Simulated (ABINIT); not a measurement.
NbSi:

```
CELL_PARAMETERS angstrom
0.00000 2.57383 2.57383
2.57383 0.00000 2.57383
2.57383 2.57383 0.00000
ATOMIC_POSITIONS crystal
Nb 0.00000 0.00000 0.00000
Si 0.50000 0.50000 0.50000
```

The cell was built by a generator and needn't be a form met in nature.

- Program: ABINIT 10.8.3 (patched build)
- Task: single point
- Functional: PBE
- Potentials or basis: JTH PAW PBE v2.0
- Cutoff: 435 eV
- k mesh: 9 × 9 × 9
- Occupations: fermi-dirac, width 0.05 eV
- Spin: no spin polarisation

On this cell: pressure -0.3 GPa; largest force zero by symmetry; band gap on the k mesh none (metal or under the smearing width).

The same run follows on a disturbed copy (atoms moved at random, drawn with an rms of 0.05 Å):

```
CELL_PARAMETERS angstrom
0.00000 2.57383 2.57383
2.57383 0.00000 2.57383
2.57383 2.57383 0.00000
ATOMIC_POSITIONS crystal
Nb 0.99955 0.99825 0.99362
Si 0.50904 0.50053 0.49253
```

Question: What does the disturbed cell give?

Answer: The energy (extrapolated to zero smearing) moves by +3.6 meV/atom; pressure -0.3 GPa; largest force 0.388 eV/Å; band gap on the k mesh none (metal or under the smearing width).

Forces on the atoms (eV/Å):
```
Nb   0.032  0.225  0.315
Si  -0.032 -0.225 -0.315
```

Stress tensor (GPa, compression positive):
```
-0.36 -0.01 -0.01
-0.01 -0.25 -0.06
-0.01 -0.06 -0.14
```
